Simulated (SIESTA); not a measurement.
The system is Hf2Si.

```
Hf Si
1.0
    -3.27535    3.27535    2.58282
     3.27535   -3.27535    2.58282
     3.27535    3.27535   -2.58282
Hf Si
4 2
Direct
  0.15649 0.65649 0.81297
  0.65649 0.84351 0.50000
  0.84351 0.34351 0.18703
  0.34351 0.15649 0.50000
  0.75000 0.75000 0.00000
  0.25000 0.25000 0.00000
```

The cell comes from a database or a generator and needn't be the stable form of this composition.

```yaml
Program: SIESTA 5.4.2
Task: single point
Functional: PBEsol
Potentials_or_basis: PseudoDojo 0.4 standard (PBEsol files)
Basis: DZP (energy shift 0.003 Ry; two zetas on semicore shells)
Grid_cutoff: 800 Ry
Energy_shift: 0.003 Ry
k_mesh: 7 × 7 × 7
Occupations: fermi-dirac, width 0.05 eV
Spin: no spin polarisation
```

On this cell: pressure -2.2 GPa; largest force 0.071 eV/Å; band gap on the k mesh none (metal or under the smearing width).

The same run follows on a disturbed copy (atoms moved at random, drawn with an rms of 0.05 Å):

```
CELL_PARAMETERS angstrom
-3.27535 3.27535 2.58282
3.27535 -3.27535 2.58282
3.27535 3.27535 -2.58282
ATOMIC_POSITIONS crystal
Hf 0.16906 0.65263 0.81555
Hf 0.66699 0.85275 0.49876
Hf 0.84776 0.34563 0.19791
Hf 0.34309 0.15815 0.50350
Si 0.73721 0.73742 0.98868
Si 0.24860 0.25104 0.01084
```

Problem. What changes?

Solution. The energy (extrapolated to zero smearing) moves by +16.8 meV/atom; pressure -1.8 GPa; largest force 1.071 eV/Å; band gap on the k mesh none (metal or under the smearing width).

Forces on the atoms (eV/Å):
```
Hf   0.867 -0.604 -0.175
Hf   0.083  0.197 -0.327
Hf  -0.317 -0.359  0.057
Hf  -0.252 -0.014 -0.174
Si   0.145  0.760  0.567
Si  -0.526  0.019  0.052
```

Stress tensor (GPa, compression positive):
```
-2.32  0.37 -0.12
 0.37 -1.39  0.52
-0.12  0.52 -1.80
```

Caveats: short orbitals over semicore shells can move pressures by several GPa; the basis of atomic orbitals isn't converged, which shifts pressures, moduli and gaps.
